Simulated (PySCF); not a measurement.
# Cl2Eu (Eu(Cl)2+): the cost of one run

Program: PySCF 2.14.0. Level of theory: several levels, as the steps say, no spin–orbit coupling. These are calculated values, not measurements.

1 further run of the same task is left out (for a known fault of the program).

## (1) The system as given

3 atoms, charge 1, spin multiplicity 1.

Bond lengths: Eu1–Cl2 2.406 Å, Eu1–Cl3 2.406 Å. Angles: Cl2–Eu1–Cl3 109.5°.

Geometry (Å):

```xyz
3
Cl2Eu
Eu    0.0000    0.0000   -0.5443
Cl    1.9653    0.0000    0.8442
Cl   -1.9653    0.0000    0.8442
```

Formal oxidation states: Eu +3. Each metal's 6 4f electrons lie in its core potential, so multiplicities, spins and levels count the valence alone. An earlier session relaxed this geometry at PBE0, Eu lcecp-1-SVP with ECP52, Cl def2-SVP (singlet, point group C2v).

At PBE0 on the finer grid: E = -955.016935 Eh, HOMO -13.72 eV, LUMO -7.95 eV, Mulliken charge on Eu1 +1.30 e, largest force component 0.006 eV/Å. 

Levels to run: CAM-B3LYP; BP86; PBE0, TZVP. Hardware: 2 threads of AMD EPYC 7R43 (Zen 3), shared host.

## (2) CAM-B3LYP

run.py (the lines that set the calculation)

```python
mol = gto.M(atom='''
Eu     0.00000     0.00000    -0.54432
Cl     1.96535     0.00000     0.84419
Cl    -1.96535     0.00000     0.84419''',
    basis={'Eu': 'lcecp-1-SVP', 'Cl': 'def2-SVP'},
    ecp={'Eu': 'lcecp-1-SVP'},
    charge=1, spin=0)
mf = dft.RKS(mol, xc='CAMB3LYP')
mf.grids.atom_grid = (75, 302)  # f atoms: unpruned, at least (60, 302)
mf = mf.density_fit()  # fitting sets: Eu AutoAux, Cl def2-universal-JKFIT
mf.conv_tol = 1e-08; mf.max_cycle = 55
mf.kernel(dm0)  # dm0: the density of the relaxed state
```

Started as:

```sh
$ OMP_NUM_THREADS=2 python run.py
```

**Question.** How long does this run take on 2 threads of AMD EPYC 7R43 (Zen 3), shared host?

About 5.9 s.
